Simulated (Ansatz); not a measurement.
# CH₂Ge (triplet): from Hartree-Fock to the top rungs, cc-pVTZ

How much of the correlation energy of CH₂Ge (triplet) does each wave-function method recover here?

Program: Ansatz 0.2.0, Gaussian basis. Level of theory: cc-pVTZ, correlated electrons: outside noble gas. These are calculated values, not measurements.

The runs, in order: UHF; CCSD(T) on ROHF; CCSD(T) on UHF; BCCD(T) on ROHF; CCSDT(Q) on ROHF; CCSDT(Q) on UHF; CASSCF and MRCISD+Q, 10 electrons in 10 orbitals; CASSCF and NEVPT2, 10 electrons in 10 orbitals.

**1. The geometry**

The geometry is a PBE0/def2-TZVP stationary point (not a proven minimum). No spin-orbit coupling is included. The filled d shell of Ge counts as core when cores are frozen.

4 atoms, charge 0, spin multiplicity 3.

Atoms are counted from 1 here; the program's logs count them from 0.

Bond lengths: Ge1–C2 1.957 Å, C2–H3 1.091 Å, C2–H4 1.091 Å. Angles: Ge1–C2–H3 123.6°, Ge1–C2–H4 123.6°, H3–C2–H4 112.9°.

Coordinates:

```csv
atom,x (Å),y (Å),z (Å)
Ge1,0.0000,0.0000,0.3308
C2,0.0000,0.0000,-1.6265
H3,0.0000,0.9089,-2.2295
H4,0.0000,-0.9089,-2.2295
```

In the tables R marks a restricted open-shell determinant and U an unrestricted one; 'valence' is the active space of 10 electrons in 10 orbitals; correlation energies count from the lowest restricted Hartree-Fock solution.

**2. UHF**

The input, in.yaml:

```yaml
crystal:
  periodic: [false, false, false]
  atoms:
    - {symbol: Ge, position_ang: [0.000000, 0.000000, 0.330803]}
    - {symbol: C, position_ang: [0.000000, 0.000000, -1.626483]}
    - {symbol: H, position_ang: [0.000000, 0.908852, -2.229454]}
    - {symbol: H, position_ang: [0.000000, -0.908852, -2.229454]}
basis:
  gaussian: {orbitals: cc-pVTZ}
magnetization: {spin_polarized: true, initial_magnetization: 2}
hamiltonian: {xc: hf}
output: {orbitals: {seedname: orbitals}}
```

Started as:

```sh
> ansatz run in.yaml --threads 1 --pin off --events-out ev --progress --plain --max-ram 2816MiB --backend cpu
```

Further steps of the session: CCSD(T) on ROHF; CCSD(T) on UHF; BCCD(T) on ROHF; CCSDT(Q) on ROHF; CCSDT(Q) on UHF; CASSCF and MRCISD+Q, 10 electrons in 10 orbitals; CASSCF and NEVPT2, 10 electrons in 10 orbitals.

**Question.** What will the summary of the whole plan be? Wanted: correlation energy, UCCSDT(Q); RMP2 from UCCSDT(Q); UMP2 from UCCSDT(Q); RCCSD from UCCSDT(Q); RCCSD(T) from UCCSDT(Q); UCCSD(T) from UCCSDT(Q); RCCSDT(Q) from UCCSDT(Q); NEVPT2 valence from UCCSDT(Q); MRCISD+Q valence from UCCSDT(Q).

As calculated:

```
                         quantity                                value
    correlation energy, UCCSDT(Q)                           -7.1312 eV
              RMP2 from UCCSDT(Q)                      +25.04 kcal/mol
              UMP2 from UCCSDT(Q)                      +25.99 kcal/mol
             RCCSD from UCCSDT(Q)                       +6.96 kcal/mol
          RCCSD(T) from UCCSDT(Q)                       +1.03 kcal/mol
          UCCSD(T) from UCCSDT(Q)                       +0.95 kcal/mol
         RCCSDT(Q) from UCCSDT(Q)                       +0.12 kcal/mol
    NEVPT2 valence from UCCSDT(Q)                      +25.59 kcal/mol
  MRCISD+Q valence from UCCSDT(Q)                       +1.26 kcal/mol
levels within 1 kcal/mol (43 meV)  UCCSD(T), RCCSDT, UCCSDT, RCCSDT(Q)
                    T1 diagnostic                                0.020
   effectively unpaired electrons                                 2.03
```

RCCSD(T) lands +1.03 kcal/mol from the yardstick (0.6 % of the correlation energy). One determinant dominates. Of the multireference levels listed MRCISD+Q valence comes nearest (+1.26 kcal/mol). These misses are within one basis and frozen core, not against nature; frozen cores of the runs differ by up to some meV.
